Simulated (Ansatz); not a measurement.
**CH₅MoNO₂: basis-set convergence**

How large a basis does CH₅MoNO₂ need? Two functionals are run in growing sets.

Method: one geometry, several basis sets; program: Ansatz 0.2.0, Gaussian basis.

Plan: PBE0-D4/def2-SVP; ωB97M-V/def2-SVP; PBE0-D4/def2-QZVPP; ωB97M-V/def2-QZVPP; the functionals' def2-TZVPP values are taken from earlier runs.

### 1 The relaxed structure

The geometry comes from an earlier relaxation with PBE0-D4 in a triple-zeta def2 set; it is a stationary point, not always the lowest conformer. Mo takes the def2 core potential; no spin-orbit term is included.

SMILES `[CH3][Mo]([NH2])(=[O])=[O]`, 10 atoms, charge 0, spin multiplicity 1.

Atoms are counted from 1 here; the program's logs count them from 0.

Bond lengths: C1–Mo2 2.108 Å, C1–H6 1.093 Å, C1–H7 1.093 Å, C1–H8 1.093 Å, Mo2–N3 1.923 Å, Mo2–O4 1.681 Å, Mo2–O5 1.681 Å, N3–H9 1.010 Å, N3–H10 1.010 Å. Angles: Mo2–C1–H6 109.8°, Mo2–C1–H7 109.8°, Mo2–C1–H8 109.3°, H6–C1–H7 109.7°, H6–C1–H8 109.1°, H7–C1–H8 109.1°, C1–Mo2–N3 107.3°, C1–Mo2–O4 105.9°, C1–Mo2–O5 105.9°, N3–Mo2–O4 112.2°, N3–Mo2–O5 112.2°, O4–Mo2–O5 112.8°, Mo2–N3–H9 123.4°, Mo2–N3–H10 123.4°, H9–N3–H10 110.8°.

### 2 PBE0-D4 in def2-SVP

in.yaml

```yaml
crystal:
  periodic: [false, false, false]
  atoms:
    - {symbol: C, position_ang: [-1.528527, -0.243859, 0.008962]}
    - {symbol: Mo, position_ang: [0.398333, 0.375611, -0.579411]}
    - {symbol: N, position_ang: [1.623366, -0.195832, 0.787862]}
    - {symbol: O, position_ang: [0.693380, -0.377793, -2.052543]}
    - {symbol: O, position_ang: [0.323892, 2.049829, -0.706845]}
    - {symbol: H, position_ang: [-1.789149, 0.216674, 0.964796]}
    - {symbol: H, position_ang: [-1.553759, -1.331840, 0.105336]}
    - {symbol: H, position_ang: [-2.253633, 0.065768, -0.747461]}
    - {symbol: H, position_ang: [1.974748, 0.416358, 1.510930]}
    - {symbol: H, position_ang: [2.194351, -1.026014, 0.711375]}
basis:
  gaussian: {orbitals: def2-SVP}
hamiltonian: {xc: pbe0, dispersion: d4}
output: {orbitals: {seedname: orbitals}}
```

Run with:

```bash
$ ansatz run in.yaml --threads 4 --pin off --events-out ev --progress --plain --max-ram 10444MiB
```

The runs that follow: ωB97M-V in def2-SVP; PBE0-D4 in def2-QZVPP; ωB97M-V in def2-QZVPP.

**Question.** What will the summary of the whole plan be? Wanted: PBE0-D4: double and triple zeta above quadruple; ωB97M-V: double and triple zeta above quadruple.

The runs gave:

| quantity | value |
| --- | --- |
| PBE0-D4: double and triple zeta above quadruple | 9.27, 0.49 eV |
| ωB97M-V: double and triple zeta above quadruple | 9.54, 0.47 eV |

In words: For PBE0-D4 the step from double to triple zeta gains 8.78 eV and the next only 0.49 eV. Total energies overstate the basis error of differences, where much of it tends to cancel.
